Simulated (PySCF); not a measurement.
# The bond of LiAs−, level by level

The task here is to estimate one member of a computed series from the others.

Program: PySCF 2.14.0. Level of theory: Li def2-SVPD, As def2-SVPD, no relativity. These are calculated values, not measurements.

9 further runs of the same task are left out: 9 set aside as unsound or not needed.

Set-up of the first run:

The job is set up so:

* atoms: Li, As
* charge: -1
* basis: Li def2-SVPD, As def2-SVPD
* Hamiltonian: no relativity
* basis functions: 50
* electrons treated: 37
* masses in u: 7.0160, 74.9216
* levels: PBE0, r²SCAN, ωB97X
* grid: 80 radial by 434 angular points
* occupations: held fixed by the projection of orbital angular momentum
* dissociation limit: Li + As−, each in its ground configuration
* starting distance in angstrom: 2.560
* values of 2S to try: 1, 3

Launch:

```console
OMP_NUM_THREADS=1 python dia.py task.json out
```

Among the steps run: The job; The PBE0 curve of the state that the search chose; r²SCAN; ωB97X.

One table of the session follows, with a row left open; its other results are not shown here.

Energy (eV) from each level's lowest point:

```
R (Å)  r²SCAN   PBE0  ωB97X
2.179   0.312  0.285  0.301
2.281   0.145  0.125  0.136
2.382   0.049  0.038  0.044
2.458   0.013  0.008  0.010
2.534   0.000  0.000  0.000
2.610   0.004  0.009  0.008
2.711   0.030  0.042  0.039
2.838       ?      ?      ?
2.990   0.170  0.199  0.198
3.193   0.298  0.339  0.344
```

Estimate the missing values for R (Å) = 2.838.

Worked estimate for «r²SCAN». A straight line through the neighbours (2.711, 0.030) and (2.990, 0.170) gives 0.030 + (0.170 − 0.030) × (2.838 − 2.711) / (2.990 − 2.711) = 0.094; a parabola fitted to 4 rows on both sides gives 0.088.

**Answer.** r²SCAN: 0.085; PBE0: 0.105; ωB97X: 0.102. In «r²SCAN» the line misses by +0.009 and the parabola by +0.003.
